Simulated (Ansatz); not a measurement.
# BClH5NOSi: a ladder of functionals and wavefunction methods

The task here is to estimate one member of a computed series from the others.

Computed with Ansatz 0.2.0, Gaussian basis. Level: functionals in def2-TZVPP, the program's frozen cores in correlated methods.

Levels to be run: LDA (SPW92), PBE-D4, revPBE-D4, BLYP-D4, r2SCAN-D4, B97M-V, PBE0-D4, B3LYP-D4, r2SCANh-D4, r2SCAN0-D4, HSE06-D4, BHLYP-D4, CAM-B3LYP-D4, LC-ωPBE, ωB97X-V, ωB97M-V, B2PLYP, PBE-QIDH; CCSD(T)/def2-SVP; CCSD(T)/def2-TZVPP; MP2/def2-QZVPP; extrapolation to the limit; RPA on PBE.

## Structure used throughout

The geometry comes from an earlier relaxation with PBE0-D4 in a triple-zeta def2 set; it is a stationary point, not always the lowest conformer.

SMILES `NB(Cl)O[SiH3]`, 10 atoms, charge 0, spin multiplicity 1.

Atoms are counted from 1 here; the program's logs count them from 0.

Bond lengths: N1–B2 1.397 Å, N1–H6 1.005 Å, N1–H7 1.004 Å, B2–Cl3 1.779 Å, B2–O4 1.357 Å, O4–Si5 1.641 Å, Si5–H8 1.482 Å, Si5–H9 1.482 Å, Si5–H10 1.490 Å. Angles: B2–N1–H6 123.1°, B2–N1–H7 122.1°, H6–N1–H7 114.9°, N1–B2–Cl3 118.3°, N1–B2–O4 124.1°, Cl3–B2–O4 117.5°, B2–O4–Si5 138.0°, O4–Si5–H8 108.8°, O4–Si5–H9 108.9°, O4–Si5–H10 110.5°, H8–Si5–H9 110.2°, H8–Si5–H10 109.2°, H9–Si5–H10 109.2°.

The first run:

The input, in.yaml:

```yaml
crystal:
  periodic: [false, false, false]
  atoms:
    - {symbol: N, position_ang: [-0.769157, 1.297214, 0.802129]}
    - {symbol: B, position_ang: [-0.775170, -0.094696, 0.921828]}
    - {symbol: Cl, position_ang: [-1.798588, -0.829447, 2.177963]}
    - {symbol: O, position_ang: [-0.047055, -0.929544, 0.138370]}
    - {symbol: Si, position_ang: [1.014336, -0.816446, -1.107875]}
    - {symbol: H, position_ang: [-0.219195, 1.786769, 0.118079]}
    - {symbol: H, position_ang: [-1.321140, 1.885534, 1.399007]}
    - {symbol: H, position_ang: [0.468210, -1.556940, -2.269341]}
    - {symbol: H, position_ang: [2.309108, -1.403001, -0.689060]}
    - {symbol: H, position_ang: [1.221751, 0.609559, -1.488099]}
basis:
  gaussian: {orbitals: def2-TZVPP}
hamiltonian: {xc: lda}
output: {orbitals: {seedname: orbitals}}
```

The run is started by

```
$ ansatz run in.yaml --threads 4 --pin off --events-out ev --progress --plain --max-ram 10444MiB
```

Steps of the session up to this table: LDA; PBE-D4 (GGA); revPBE-D4 (GGA); BLYP-D4 (GGA); r2SCAN-D4 (meta-GGA); B97M-V (meta-GGA); PBE0-D4 (hybrid); B3LYP-D4 (hybrid); r2SCANh-D4 (hybrid); r2SCAN0-D4 (hybrid); HSE06-D4 (hybrid); BHLYP-D4 (hybrid); CAM-B3LYP-D4 (range-separated); LC-ωPBE (range-separated); ωB97X-V (range-separated); ωB97M-V (range-separated); B2PLYP (double hybrid); PBE-QIDH (double hybrid).

One of the session's tables, all rows but one given; the rest of the session is left out.

It belongs to the step «Orbital energies across the functionals». 

```
  functional  HOMO (eV)  gap (eV)
 LDA (SPW92)      -6.94      5.83
      PBE-D4      -6.76      5.93
   revPBE-D4      -6.70      5.99
     BLYP-D4      -6.62      5.91
   r2SCAN-D4      -7.09      6.72
      B97M-V      -7.19      6.51
     PBE0-D4      -8.20      8.22
    B3LYP-D4      -7.94      7.72
  r2SCANh-D4      -7.63      7.53
  r2SCAN0-D4          ?         ?
    HSE06-D4      -7.79      7.44
    BHLYP-D4      -9.52     10.34
CAM-B3LYP-D4      -9.62     10.57
     LC-ωPBE     -11.06     13.23
     ωB97X-V     -10.66     12.65
     ωB97M-V     -10.54     12.18
```

Estimate the missing values for r2SCAN0-D4.

Worked estimate for «HOMO (eV)». Against the share of exact exchange, r2SCAN-D4 (0, -7.09), r2SCANh-D4 (0.1, -7.63) give a slope of -5.40 per unit share; at 0.25 the line stands at -8.44.

The run gave: HOMO (eV): -8.43; gap (eV): 8.73. In «HOMO (eV)» the line misses by -0.01.
